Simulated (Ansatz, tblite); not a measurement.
**The cluster InH3O3: rung by rung**

One table from this session's results is given with a row withheld; the runs are named, their logs left out.

Method: as each input shows; program: Ansatz 0.2.0, Gaussian basis.

Levels to be run: GFN1-xTB, GFN2-xTB, PBE-D4/def2-TZVP, r2SCAN-D4/def2-TZVP, B97M-V/def2-TZVP, r2SCANh-D4/def2-TZVP, B2PLYP/def2-TZVP, ωB97X-V/def2-TZVP, B3LYP-D4/def2-TZVP, HSE06-D4/def2-TZVP, CAM-B3LYP-D4/def2-TZVP, PBE-D4/def2-SVP, PBE0-D4/def2-SVP, PBE0-D4/def2-TZVPD, PBE-D4/def2-TZVPD, r2SCAN-D4/def2-TZVPD, CCSD(T)/def2-TZVPP, MP2/def2-TZVP, RPA/def2-TZVP.

1 further run of the same task is left out (set aside as unsound or not needed). Runs told in other sessions of the task aren't counted.

### The structure

The geometry is that of the singlet, from an earlier relaxation (PBE0-D4/def2-SVP). At that level it is the lowest of the isomers that a small search found.

7 atoms, charge 0, spin multiplicity 1.

Bond lengths: In1–O2 1.989 Å, In1–O3 1.999 Å, In1–O4 1.983 Å, O2–H6 0.964 Å, O3–H7 0.964 Å, O4–H5 0.965 Å. Angles: O2–In1–O3 124.6°, O2–In1–O4 118.7°, O3–In1–O4 116.7°, In1–O2–H6 112.0°, In1–O3–H7 112.9°, In1–O4–H5 110.4°.

In takes a core potential in the def2 sets. No spin-orbit coupling is included.

PBE0-D4/def2-TZVP was run before; its log isn't repeated, and its numbers join the tables.

The first run:

Tight binding, by tblite at 300 K electronic temperature and without a spin-polarisation term:

```python
tblite.interface.Calculator('GFN1-xTB', numbers, positions, charge=0, uhf=0).singlepoint()
```

Tight binding, by tblite at 300 K electronic temperature and without a spin-polarisation term:

```python
tblite.interface.Calculator('GFN2-xTB', numbers, positions, charge=0, uhf=0).singlepoint()
```

start.molden holds the orbitals of an earlier run on this state, given as this run's starting guess.

The input, in.yaml:

```yaml
crystal:
  periodic: [false, false, false]
  atoms:
    - {symbol: In, position_ang: [-0.200317, -0.003797, 0.132025]}
    - {symbol: O, position_ang: [-1.221916, -1.379625, -0.878248]}
    - {symbol: O, position_ang: [1.640055, 0.617353, -0.340271]}
    - {symbol: O, position_ang: [-1.043345, 0.830454, 1.720657]}
    - {symbol: H, position_ang: [-0.447463, 1.477808, 2.116726]}
    - {symbol: H, position_ang: [-0.722461, -1.720653, -1.629320]}
    - {symbol: H, position_ang: [1.995447, 0.178459, -1.121560]}
basis:
  gaussian: {orbitals: def2-TZVP, initial_orbitals: start.molden}
hamiltonian: {xc: pbe, dispersion: d4}
scf: {omitted_lower_state_checks: [starts]}
output: {orbitals: {seedname: orbitals}}
```

Started as:

```bash
$ ansatz run in.yaml --threads 4 --pin off --events-out ev --progress --plain --max-ram 3916MiB
```

Steps of the session up to this table: PBE-D4/def2-TZVP; r2SCAN-D4/def2-TZVP; B97M-V/def2-TZVP; r2SCANh-D4/def2-TZVP; B2PLYP/def2-TZVP; ωB97X-V/def2-TZVP; B3LYP-D4/def2-TZVP; HSE06-D4/def2-TZVP; CAM-B3LYP-D4/def2-TZVP; PBE-D4/def2-SVP; PBE0-D4/def2-SVP; PBE0-D4/def2-TZVPD; PBE-D4/def2-TZVPD; r2SCAN-D4/def2-TZVPD; CCSD(T)/def2-TZVPP; MP2/def2-TZVP; RPA/def2-TZVP.

One table of the session follows, with a row left open; its other results are not shown here.

It belongs to the step «Levels side by side». 

```
                 level  HOMO (eV)  LUMO (eV)  gap (eV)
       PBE-D4/def2-SVP          ?          ?         ?
      PBE-D4/def2-TZVP      -6.94      -2.95      3.99
     PBE-D4/def2-TZVPD      -7.07      -3.11      3.96
   r2SCAN-D4/def2-TZVP      -7.31      -2.70      4.60
  r2SCAN-D4/def2-TZVPD      -7.40      -2.82      4.58
      B97M-V/def2-TZVP      -7.36      -2.84      4.51
  r2SCANh-D4/def2-TZVP      -7.95      -2.38      5.57
    B3LYP-D4/def2-TZVP      -8.38      -2.42      5.96
      PBE0-D4/def2-SVP      -8.28      -1.77      6.51
     PBE0-D4/def2-TZVP      -8.64      -2.05      6.60
    PBE0-D4/def2-TZVPD      -8.74      -2.22      6.52
    HSE06-D4/def2-TZVP      -8.23      -2.42      5.81
CAM-B3LYP-D4/def2-TZVP     -10.18      -1.15      9.02
     ωB97X-V/def2-TZVP     -11.19       0.03     11.21
```

Estimate the missing values for PBE-D4/def2-SVP.

The run gave: HOMO (eV): -6.50; LUMO (eV): -2.65; gap (eV): 3.85. In the column «HOMO (eV)» it is the highest.
